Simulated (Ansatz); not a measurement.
# Ga3Sb2P: a single-point run

Wanted: a converged single-point run for Ga3Sb2P, and a check of what comes out. The structure is shown as the input types it. The cell is built on a prototype (ordering on zincblende) and needn't be the phase found in nature.

Program: Ansatz 0.2.0. Level of theory: density functional or hybrid calculation with the settings of its input, plane waves (as first typed). These are calculated values, not measurements.

2 further runs of the same task are left out: 1 that didn't finish, 1 set aside as unsound or not needed.

## Step 1: The system as given

It takes space group Imm2 (No. 44, orthorhombic). Conventional cell: a = 4.177 Å, b = 12.516 Å, c = 5.893 Å, α = 90.00°, β = 90.00°, γ = 90.00°. P (site symmetry mm2) is surrounded by 4 Ga at 2.37 to 2.45 Å. Ga (site symmetry mm2) has 2 P at 2.45 Å and 2 Sb at 2.65 Å as nearest neighbours. Sb (site symmetry m) is surrounded by 4 Ga at 2.62 to 2.65 Å. Ga (site symmetry m) is surrounded by 1 P at 2.37 Å and 3 Sb at 2.62 to 2.65 Å.

As a file:

```
CELL_PARAMETERS angstrom
-2.08850 6.25817 2.94632
2.08850 -6.25817 2.94632
2.08850 6.25817 -2.94632
ATOMIC_POSITIONS crystal
P 0.00130 0.00130 0.00000
Ga 0.21811 0.71811 0.50000
Sb 0.33370 0.99881 0.33489
Ga 0.61323 0.76648 0.84675
Sb 0.66392 0.99881 0.66511
Ga 0.91974 0.76648 0.15325
```

## Step 2: Running it

input.yaml reads:

```yaml
crystal:
  lattice:
    - [-2.0884980158, 6.2581737981, 2.9463210126]
    - [2.0884980158, -6.2581737981, 2.9463210126]
    - [2.0884980158, 6.2581737981, -2.9463210126]
  atoms:
    - { symbol: P, position: [0.001302916, 0.001302916, 0.0] }
    - { symbol: Ga, position: [0.2181108672, 0.7181108672, 0.5] }
    - { symbol: Sb, position: [0.3337002478, -0.0011916292, 0.334891877] }
    - { symbol: Ga, position: [0.6132325842, 0.7664847377, 0.8467478465] }
    - { symbol: Sb, position: [0.6639164938, -0.0011916292, 0.665108123] }
    - { symbol: Ga, position: [0.9197368911, 0.7664847377, 0.1532521535] }
kpoints:
  mp_grid: { grid: [1, 1, 1] }
hamiltonian:
  xc: pbe
scf:
  occupations: { method: fermi_dirac, width: 0.02 }
  n_extra_bands: 5
output:
  forces: true
  stress: true
  eigenvalues: true
```

Launch:

```console
> ansatz run input.yaml --threads 4 --pin off --max-ram 4608MiB --backend cpu --events-out ev --progress --plain --runs-dir out
```

What happens when this is run?

This run ends as converged. That alone doesn't make the input a sound one.

In the input, kpoints.mp_grid.grid is [1, 1, 1]. Band dispersion is ignored when only one k-point is used.

The test: set kpoints.mp_grid.grid to [6, 6, 6].
